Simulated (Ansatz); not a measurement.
**C₃H₅ClFIn: taking an electron away**

An exercise on one series of results from a longer session: the logs are not shown, and one member is left open.

The runs use Ansatz 0.2.0, Gaussian basis; unrestricted cation, the program's frozen cores in correlated methods.

The runs, in order: UKS PBE-D4/def2-TZVPP; UKS r2SCAN-D4/def2-TZVPP; UKS PBE0-D4/def2-TZVPP; UKS B3LYP-D4/def2-TZVPP; UKS wB97X-V/def2-TZVPP; UKS wB97M-V/def2-TZVPP; UKS B2PLYP/def2-TZVPP; UHF-CCSD(T)/def2-TZVPP; UHF-MP2/def2-QZVPP; extrapolation to the limit; then −ε(HOMO) from the neutral's earlier runs with LDA (SPW92), PBE-D4, revPBE-D4, BLYP-D4, r2SCAN-D4, B97M-V, PBE0-D4, B3LYP-D4, r2SCANh-D4, r2SCAN0-D4, HSE06-D4, BHLYP-D4, CAM-B3LYP-D4, LC-ωPBE, ωB97X-V, ωB97M-V.

## Structure used throughout

All runs share one geometry, relaxed beforehand with PBE0-D4 in a triple-zeta def2 set. In takes the def2 core potential; no spin-orbit term is included.

SMILES `C=C[CH2][In]([F])[Cl]`, 11 atoms, charge 0, spin multiplicity 1.

Atoms are counted from 1 here; the program's logs count them from 0.

Bond lengths: C1–C2 1.325 Å, C1–H7 1.084 Å, C1–H8 1.088 Å, C2–C3 1.492 Å, C2–H9 1.090 Å, C3–In4 2.139 Å, C3–H10 1.095 Å, C3–H11 1.095 Å, In4–F5 1.951 Å, In4–Cl6 2.318 Å. Angles: C2–C1–H7 120.7°, C2–C1–H8 122.7°, H7–C1–H8 116.6°, C1–C2–C3 127.4°, C1–C2–H9 118.3°, C3–C2–H9 114.3°, C2–C3–In4 115.2°, C2–C3–H10 111.5°, C2–C3–H11 111.5°, In4–C3–H10 106.2°, In4–C3–H11 106.2°, H10–C3–H11 105.7°, C3–In4–F5 124.2°, C3–In4–Cl6 127.4°, F5–In4–Cl6 108.4°.

Coordinates:

```csv
atom,x (Å),y (Å),z (Å)
C1,-1.2925,0.1474,-1.1408
C2,-0.5454,-0.8846,-0.7757
C3,0.5530,-0.8948,0.2334
In4,0.9470,0.9877,1.1683
F5,-0.0316,2.6302,0.7809
Cl6,2.5546,1.4543,2.7722
H7,-2.0672,0.0325,-1.8897
H8,-1.1682,1.1415,-0.7163
H9,-0.7309,-1.8497,-1.2479
H10,0.3462,-1.6009,1.0442
H11,1.5004,-1.2206,-0.2080
```

Set-up of the first run:

The input, in.yaml:

```yaml
crystal:
  periodic: [false, false, false]
  atoms:
    - {symbol: C, position_ang: [-1.292474, 0.147391, -1.140779]}
    - {symbol: C, position_ang: [-0.545424, -0.884571, -0.775677]}
    - {symbol: C, position_ang: [0.552969, -0.894802, 0.233396]}
    - {symbol: In, position_ang: [0.946978, 0.987713, 1.168320]}
    - {symbol: F, position_ang: [-0.031626, 2.630199, 0.780858]}
    - {symbol: Cl, position_ang: [2.554643, 1.454338, 2.772222]}
    - {symbol: H, position_ang: [-2.067202, 0.032461, -1.889709]}
    - {symbol: H, position_ang: [-1.168178, 1.141471, -0.716278]}
    - {symbol: H, position_ang: [-0.730881, -1.849735, -1.247880]}
    - {symbol: H, position_ang: [0.346169, -1.600899, 1.044182]}
    - {symbol: H, position_ang: [1.500427, -1.220564, -0.207954]}
basis:
  gaussian: {orbitals: def2-TZVPP}
total_charge: 1
magnetization: {spin_polarized: true, initial_magnetization: 1}
hamiltonian: {xc: pbe, dispersion: d4}
```

The run is started by

```console
> ansatz run in.yaml --threads 2 --pin off --events-out ev --progress --plain --max-ram 32768MiB --backend cuda --devices 0, --max-vram 18GiB
```

Among the steps run: Cation, UKS PBE-D4/def2-TZVPP; Cation, UKS r2SCAN-D4/def2-TZVPP; Cation, UKS PBE0-D4/def2-TZVPP; Cation, UKS B3LYP-D4/def2-TZVPP; Cation, UKS wB97X-V/def2-TZVPP; Cation, UKS wB97M-V/def2-TZVPP; Cation, UKS B2PLYP (frozen core)/def2-TZVPP; Cation, UHF-CCSD(T)/def2-TZVPP; Cation, UHF-MP2/def2-QZVPP.

One table of the session follows, with a row left open; its other results are not shown here.

It belongs to the step «Ionisation energies side by side». For comparison, −ε(HOMO) of the neutral from earlier runs:

```
  functional  −ε(HOMO) (eV)
 LDA (SPW92)           7.13
      PBE-D4           6.93
   revPBE-D4           6.86
     BLYP-D4           6.77
   r2SCAN-D4           7.15
      B97M-V           7.12
     PBE0-D4           8.07
    B3LYP-D4           7.84
  r2SCANh-D4           7.57
  r2SCAN0-D4              ?
    HSE06-D4           7.66
    BHLYP-D4           9.03
CAM-B3LYP-D4           9.40
     LC-ωPBE          10.81
     ωB97X-V          10.41
     ωB97M-V          10.32
```

**Question.** Estimate the row for r2SCAN0-D4.

Worked estimate for «−ε(HOMO) (eV)». Against the share of exact exchange, r2SCAN-D4 (0, 7.15), r2SCANh-D4 (0.1, 7.57) give a slope of 4.20 per unit share; at 0.25 the line stands at 8.20.

The run gave: −ε(HOMO) (eV): 8.22. In «−ε(HOMO) (eV)» the line misses by -0.02.
